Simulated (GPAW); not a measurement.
# Ge2Sb2Te5 (Cm) in GPAW: further runs

Aim: see how the results for Ge2Sb2Te5 move with the level of theory and the settings. Levels: PBEsol, PBE. Tasks: band structure.

All numbers are computed with GPAW 26.7.0; they aren't measurements. Logs are shortened: lines on timing, memory, paths and dates and some standing lists are left out, and cuts for length are marked. The log counts tension as positive stress, the text compression.

## (1) The crystal as given

The structure is monoclinic, space group Cm (No. 8). Conventional cell: a = 13.678 Å, b = 6.132 Å, c = 9.672 Å, α = 90.00°, β = 134.93°, γ = 90.00°. Te (site symmetry m) has 2 Ge at 2.85 to 3.19 Å and 3 Sb at 3.07 to 3.14 Å as nearest neighbours. Te (site symmetry m) has 2 Sb at 2.95 to 3.20 Å and 3 Ge at 3.07 to 3.08 Å as nearest neighbours. Around Te (site symmetry m) lie 3 Ge at 2.82 to 3.07 Å and 2 Sb at 3.14 to 3.19 Å. Te (site symmetry m) is surrounded by 2 Ge at 2.95 to 3.00 Å and 2 Sb at 3.02 to 3.06 Å. Te (site symmetry m) is surrounded by 3 Sb at 2.98 to 3.07 Å and 2 Ge at 3.05 to 3.20 Å. Around Sb (site symmetry m) lie 6 Te at 2.95 to 3.19 Å. Sb (site symmetry m) has 6 Te at 2.98 to 3.20 Å as nearest neighbours. Around Ge (site symmetry m) lie 6 Te at 2.82 to 3.19 Å.

The cell comes from a database or a generator and needn't be the stable form of this composition.

## (2) Band structure, PBEsol

Input file run.py:

```python
from ase import Atoms
from ase.dft.bandgap import bandgap
from ase.io import write
from ase.units import GPa
from gpaw import GPAW, PW, setup_paths

setup_paths.insert(0, '.')

atoms = Atoms(['Te', 'Te', 'Te', 'Te', 'Te', 'Sb', 'Sb', 'Ge', 'Ge'],
              cell=[[6.839136, -3.066006, 0.0],
                    [6.839136, 3.066006, 0.0],
                    [-6.830977, 0.0, 6.847609]],
              scaled_positions=[[0.594702, 0.594702, 0.386433],
                                [0.795288, 0.795288, 0.196112],
                                [0.008324, 0.008324, 0.006435],
                                [0.206519, 0.206519, 0.809803],
                                [0.399959, 0.399959, 0.597118],
                                [0.901708, 0.901708, 0.587873],
                                [0.11187, 0.11187, 0.417352],
                                [0.284287, 0.284287, 0.18783],
                                [0.497343, 0.497343, 0.011044]],
              pbc=True)

calc = GPAW(mode=PW(600),
            xc='PBEsol',
            kpts={'size': (4, 4, 3), 'gamma': True},
            occupations={'name': 'fermi-dirac', 'width': 0.05},
            nbands=56,
            convergence={'density': 1e-05, 'energy': 1e-05},
            maxiter=150,
            txt='gpaw.txt')
atoms.calc = calc
energy = atoms.get_potential_energy()
forces = atoms.get_forces()
stress = atoms.get_stress()
calc.write('gs.gpw')
write('result.traj', atoms)
print(f'Energy: {energy:.6f} eV')
print('Forces (eV/A):')
print(forces.round(4))
print('Stress (GPa):', (stress / GPa).round(3))
print('Fermi level:', round(calc.get_fermi_level(), 4), 'eV')
print(f'Gap: {bandgap(calc)[0]:.4f} eV, direct: {bandgap(calc, direct=True)[0]:.4f} eV')

path = atoms.cell.bandpath('XGY,LGZ,NGM,RG', npoints=80, eps=1e-4)
bs_calc = calc.fixed_density(kpts=path, symmetry='off', nbands=99,
                             convergence={'bands': 'CBM+6.0', 'eigenstates': 1e-6}, txt='bands.txt')
bs = bs_calc.band_structure()
bs.write('bs.json')
print(f'Gap on the path: {bandgap(bs_calc)[0]:.4f} eV')
```

Potentials or basis: PAW data sets generated in the run's folder for this functional, pw.

Run with:

```console
> gpaw-setup -f PBEsol Ge Sb Te
> OMP_NUM_THREADS=1 python run.py
```

gpaw.txt:

```text
__  _  _
 | _ |_)|_||  |
 |__||  | ||/\| - 26.7.0

Input parameters:
  mode=PW(ecut=600.0),
  convergence={'density': 1e-05, 'energy': 1e-05},
  kpts=MonkhorstPack(size=(4, 4, 3), gamma=True),
  maxiter=150,
  nbands=56,
  occupations=Occupations(name='fermi-dirac', width=0.05),
  xc=XC(name='PBEsol')

Diagonalizing LCAO Hamiltonian
Converting LCAO to pw mode

       Te
                 Te               Sb

          Sb               Te

                    Ge               Te
              Te              Ge

Atoms  # Å, Bohr magnetons
|   | symbol |         x |         y |        z |    initial magnetic moments |
|---|--------|-----------|-----------|----------|-----------------------------|
| 0 |     Te |  5.494781 | -0.000000 | 2.646142 | ( 0.0000,  0.0000,  0.0000) |
| 1 |     Te |  9.538529 | -0.000000 | 1.342898 | ( 0.0000,  0.0000,  0.0000) |
| 2 |     Te |  0.069901 | -0.000000 | 0.044064 | ( 0.0000,  0.0000,  0.0000) |
| 3 |     Te | -2.706923 |  0.000000 | 5.545214 | ( 0.0000,  0.0000,  0.0000) |
| 4 |     Te |  1.391849 | -0.000000 | 4.088831 | ( 0.0000,  0.0000,  0.0000) |
| 5 |     Sb |  8.318060 |  0.000000 | 4.025524 | ( 0.0000,  0.0000,  0.0000) |
| 6 |     Sb | -1.320734 |  0.000000 | 2.857863 | ( 0.0000,  0.0000,  0.0000) |
| 7 |     Ge |  2.605493 | -0.000000 | 1.286186 | ( 0.0000,  0.0000,  0.0000) |
| 8 |     Ge |  6.727352 |  0.000000 | 0.075625 | ( 0.0000,  0.0000,  0.0000) |

Unit cell  # Å
| periodic |         x |         y |        z |  lengths |     angles |
|----------|-----------|-----------|----------|----------|------------|
|      yes |  6.839136 | -3.066006 | 0.000000 | 7.494943 | 130.124446 |
|      yes |  6.839136 |  3.066006 | 0.000000 | 7.494943 | 130.124446 |
|      yes | -6.830977 |  0.000000 | 6.847609 | 9.672228 |  48.293685 |

Number of symmetries: 2
Symmetry operations  # r_c * U_cc + t_c -> r_c
|   | kind |            matrix            |
|---|------|------------------------------|
| 0 |  E   |  1, 0, 0,  0, 1, 0,  0, 0, 1 |
| 1 |  σ   |  0, 1, 0,  1, 0, 0,  0, 0, 1 |

BZ-sampling:
  Number of BZ points: 48
  Number of IBZ points: 17

  Monkhorst-Pack size: [4, 4, 3]
  Monkhorst-Pack shift: [0.125, 0.125, 0.0]

K-points  # in reciprocal-cell coordinates
|     |                                coordinates |     weight |
|-----|--------------------------------------------|------------|
|   0 | (  0.00000000,   0.00000000,   0.00000000) | 0.02083333 |
|   1 | (  0.00000000,   0.00000000,   0.33333333) | 0.04166667 |
|   2 | (  0.25000000,  -0.25000000,   0.00000000) | 0.04166667 |
|   3 | (  0.25000000,  -0.25000000,   0.33333333) | 0.08333333 |
|   4 | (  0.25000000,   0.00000000,  -0.33333333) | 0.08333333 |
|   5 | (  0.25000000,   0.00000000,   0.00000000) | 0.08333333 |
|   6 | (  0.25000000,   0.00000000,   0.33333333) | 0.08333333 |
|   7 | (  0.25000000,   0.25000000,  -0.33333333) | 0.04166667 |
|   8 | (  0.25000000,   0.25000000,   0.00000000) | 0.04166667 |
|   9 | (  0.25000000,   0.25000000,   0.33333333) | 0.04166667 |
| ... |                                            |            |
|  16 | (  0.50000000,   0.50000000,   0.33333333) | 0.04166667 |

Plane wave coefficients: 9618
Cutoff: 600.0 eV

Spin-components: 1 (collinear spins)
Bands:           56
Projectors:      47
Spin-degeneracy: 2
Datatype:        complex128

Parallelization:
  kpt:    1
  domain: 1
  band:   1

Density:
  Valence electrons: 68.0
  Components: 1
  Grid points: [45 45 56]
  Charge: 0.0  # |e|

Potential:
  Grid points: [45 45 56]

species:
  Te:
    name:    Tellurium
    Z:       52.0
    valence: 6
    core:    46
    charge:  0.0  # [|e|]
    compensation charges:
      type: gauss
      rc: 0.36  # [Å]
      lmax: 2
    cutoffs:
      filter: 2.09  # [Å]
      core: 3.17  # [Å]
    projectors
    | kind |    occ | energy [eV] | rcut [Å] |
    |------|--------|-------------|----------|
    |   5s |  2.000 |     -15.132 |    1.180 |
    |   5p |  4.000 |      -5.970 |    1.196 |
    |    s |        |      12.080 |    1.180 |
    |    p |        |      21.241 |    1.196 |
    |    d |        |       0.000 |    1.238 |

    Using partial waves for Te as LCAO basis

  Sb:
    name:    Antimony
    Z:       51.0
    valence: 15
    core:    36
    charge:  0.0  # [|e|]
    compensation charges:
      type: gauss
      rc: 0.36  # [Å]
      lmax: 2
    cutoffs:
      filter: 2.23  # [Å]
      core: 2.23  # [Å]
    projectors
    | kind |    occ | energy [eV] | rcut [Å] |
    |------|--------|-------------|----------|
    |   5s |  2.000 |     -12.861 |    1.154 |
    |   5p |  3.000 |      -4.846 |    1.233 |
    |   4d | 10.000 |     -33.456 |    1.196 |
    |    s |        |      14.351 |    1.154 |
    |    p |        |      22.365 |    1.233 |
    |    d |        |      -6.245 |    1.196 |

    Using partial waves for Sb as LCAO basis

  Ge:
    name:    Germanium
    Z:       32.0
    valence: 4
    core:    28
    charge:  0.0  # [|e|]
    compensation charges:
      type: gauss
      rc: 0.32  # [Å]
      lmax: 2
    cutoffs:
      filter: 1.77  # [Å]
      core: 3.42  # [Å]
    projectors
    | kind |    occ | energy [eV] | rcut [Å] |
    |------|--------|-------------|----------|
    |   4s |  2.000 |     -11.738 |    1.005 |
    |   4p |  2.000 |      -3.898 |    1.005 |
    |    s |        |      15.473 |    1.005 |
    |    p |        |      23.314 |    1.005 |
    |    d |        |       0.000 |    1.005 |

    Using partial waves for Ge as LCAO basis

Reference energy: -1390080.629692  # eV

eigensolver:
  PPCG
  Converge bands: occupied
  niter=2

density mixing:
  MSR1-Mixer
  Pratt-step length: 0.05
  Maximum mixing coefficient: 0.75
  Old densities: 10
  SVD Regularization: 0.005
  Good broyden scale: 1.0
  Trust region scale: 1.0
  Backstep threshold: 4.0
  History deletion threshold: 6.0
  Fourier metric: weight=20.0, sigma=0.015

occupation numbers:
  Fermi-Dirac:
    width: 0.0500  # eV

poisson solver:
  ecut: 4800.0  # eV

xc functional:
  name: PBEsol with 2 nearest neighbor stencil

convergence criteria:
[... 6 lines left out ...]
|iter     | |      energy | eigst |  dens |
|---------|-|-------------|-------|-------|
|iter:   1| |  -38.083165 | +0.59 |       |
|iter:   2| |  -38.102724 | -1.10 | -1.35 |
|iter:   3| |  -37.909356 | -2.16 | -1.40 |
|iter:   4| |  -37.874203 | -2.69 | -1.69 |
|iter:   5| |  -37.873355 | -3.52 | -2.18 |
|iter:   6| |  -37.872560 | -4.15 | -2.58 |
|iter:   7| |  -37.872479 | -5.10 | -2.98 |
|iter:   8| |  -37.872454c| -6.07 | -3.52 |
|iter:   9| |  -37.872457c| -7.13 | -3.89 |
|iter:  10| |  -37.872455c| -7.45c| -4.39 |
|iter:  11| |  -37.872455c| -7.64c| -4.82 |
|iter:  12| |  -37.872456c| -8.47c| -5.34c|

Converged in 12 steps
Energy contributions relative to reference atoms: (reference = -1390080.629692)

Energy contributions:
  Kinetic:          22.065485
  Coulomb:         -27.682955
  Zero:              0.992747
  External:          0.000000
  Xc:              -33.241617
  Entropy:          -0.012232
  Spinorbit:         0.000000
  ----------------------------
  Free energy:     -37.878572
  Extrapolated:    -37.872456

dipole moment: (-4.927321, 0.000000, -49.619728)  # |e|*Ang

Fermi level: 5.064
Eigenvalues  # (at kpt = [0.000, 0.000, 0.000])
| band index |      eig [eV] | occ [0-2] |
|------------|---------------|-----------|
|          0 |       -24.234 |     2.000 |
|        ... |               |           |
|         26 |         2.392 |     2.000 |
|         27 |         3.384 |     2.000 |
|         28 |         3.579 |     2.000 |
|         29 |         3.609 |     2.000 |
|         30 |         4.230 |     2.000 |
|         31 |         4.536 |     2.000 |
[... 8 lines left out ...]
|         40 |         9.062 |     0.000 |
|         41 |         9.146 |     0.000 |
|        ... |               |           |
|         55 |        12.333 |     0.000 |

Gap: 0.065 eV
Transition (v -> c):
  (s=0, k=10, n=33, [0.50, 0.00, 0.00]) -> (s=0, k=10, n=34, [0.50, 0.00, 0.00])
No difference between direct/indirect transitions

Forces  # eV/Ang
|        x |       y |        z |
|----------|---------|----------|
|  0.09960 | 0.00000 | -0.06526 |  # Te   0
| -0.00523 | 0.00000 |  0.10362 |  # Te   1
|  0.09383 | 0.00000 |  0.04755 |  # Te   2
|  0.04334 | 0.00000 | -0.04446 |  # Te   3
| -0.06652 | 0.00000 | -0.11225 |  # Te   4
|  0.02901 | 0.00000 | -0.10133 |  # Sb   5
|  0.04814 | 0.00000 |  0.07155 |  # Sb   6
| -0.17636 | 0.00000 |  0.01036 |  # Ge   7
| -0.06585 | 0.00000 |  0.09043 |  # Ge   8

Stress tensor  # eV/Ang^3
|        x |        y |        z |
|----------|----------|----------|
| 0.017789 | 0.000000 | 0.000609 |
| 0.000000 | 0.017113 | 0.000000 |
| 0.000609 | 0.000000 | 0.017512 |

# Writing to gs.gpw (mode='')
```

It took 31 min on 1 thread of Arm Neoverse V2, shared host; peak memory 2.1 GiB.

Results:

* Free energy: -37.8786 eV
* Pressure: -2.8 GPa
* Largest force: 0.177 eV/Å
* Band gap on the k mesh: 0.07 eV, direct
* Band gap along the path: 0.07 eV, direct

Forces on the atoms (eV/Å):
```
Te   0.100  0.000 -0.065
Te  -0.005  0.000  0.104
Te   0.094  0.000  0.048
Te   0.043  0.000 -0.044
Te  -0.067  0.000 -0.112
Sb   0.029  0.000 -0.101
Sb   0.048  0.000  0.072
Ge  -0.176  0.000  0.010
Ge  -0.066  0.000  0.090
```

Levels at the corners of the path, in eV from the valence-band top:
```csv
point,band 32,band 33,band 34,band 35,band 36,band 37
X,-0.70,-0.57,-0.30,0.68,1.49,2.04
Γ,-0.48,-0.40,-0.39,1.04,1.34,2.43
Y,-0.69,-0.61,-0.30,0.70,1.47,1.83
L,-0.82,-0.79,-0.77,2.13,2.64,2.81
Γ,-0.48,-0.40,-0.39,1.04,1.34,2.43
Z,-0.69,-0.53,0.00,0.07,0.57,0.69
N,-0.68,-0.60,-0.03,0.25,0.39,0.71
Γ,-0.48,-0.40,-0.39,1.04,1.34,2.43
M,-0.68,-0.60,-0.03,0.25,0.39,0.71
R,-0.69,-0.53,0.00,0.07,0.57,0.69
Γ,-0.48,-0.40,-0.39,1.04,1.34,2.43
```

Caveat: spin-orbit coupling is left out, which moves the levels of the heavy elements.

## (3) Band structure, PBE

Changes to run.py since step 2:

```diff
@@ -4,5 +4,3 @@
 from ase.units import GPa
-from gpaw import GPAW, PW, setup_paths
-
-setup_paths.insert(0, '.')
+from gpaw import GPAW, PW
 
@@ -24,3 +22,3 @@
 calc = GPAW(mode=PW(600),
-            xc='PBEsol',
+            xc='PBE',
             kpts={'size': (4, 4, 3), 'gamma': True},
```

Potentials or basis: GPAW PAW data sets (gpaw-data 1.2.1), pw.

Run with:

```console
> OMP_NUM_THREADS=1 python run.py
```

Run time: 31 min. Hardware: 1 thread of Arm Neoverse V2, shared host; peak memory 2.1 GiB.

It converged, with:

* Free energy: -34.4658 eV
* Pressure: -0.4 GPa
* Largest force: 0.157 eV/Å
* Band gap on the k mesh: 0.06 eV, direct
* Band gap along the path: 0.06 eV, direct

Forces on the atoms (eV/Å):
```
Te   0.044  0.000  0.014
Te   0.044  0.000  0.007
Te   0.009  0.000 -0.006
Te   0.045  0.000 -0.037
Te   0.022  0.000 -0.055
Sb   0.020  0.000 -0.080
Sb   0.026  0.000  0.070
Ge  -0.156  0.000  0.019
Ge  -0.054  0.000  0.068
```

Stress tensor (GPa, compression positive):
```
-0.47  0.00 -0.10
 0.00 -0.40  0.00
-0.10  0.00 -0.42
```

Levels at the corners of the path, in eV from the valence-band top:
| point | band 31 | band 32 | band 33 | band 34 | band 35 | band 36 | band 37 | band 38 |
| --- | --- | --- | --- | --- | --- | --- | --- | --- |
| X | -0.73 | -0.71 | -0.58 | -0.31 | 0.67 | 1.48 | 2.05 | 2.33 |
| Γ | -0.80 | -0.50 | -0.42 | -0.41 | 1.05 | 1.34 | 2.43 | 2.47 |
| Y | -0.73 | -0.70 | -0.62 | -0.30 | 0.69 | 1.46 | 1.84 | 2.55 |
| L | -2.26 | -0.83 | -0.81 | -0.79 | 2.15 | 2.64 | 2.81 | 3.07 |
| Γ | -0.80 | -0.50 | -0.42 | -0.41 | 1.05 | 1.34 | 2.43 | 2.47 |
| Z | -0.77 | -0.70 | -0.54 | 0.00 | 0.06 | 0.58 | 0.69 | 1.16 |
| N | -0.76 | -0.69 | -0.61 | -0.03 | 0.26 | 0.39 | 0.72 | 1.14 |
| Γ | -0.80 | -0.50 | -0.42 | -0.41 | 1.05 | 1.34 | 2.43 | 2.47 |
| M | -0.76 | -0.69 | -0.61 | -0.03 | 0.26 | 0.39 | 0.72 | 1.14 |
| R | -0.77 | -0.70 | -0.54 | 0.00 | 0.06 | 0.58 | 0.69 | 1.16 |
| Γ | -0.80 | -0.50 | -0.42 | -0.41 | 1.05 | 1.34 | 2.43 | 2.47 |

Caveat: spin-orbit coupling is left out, which moves the levels of the heavy elements.
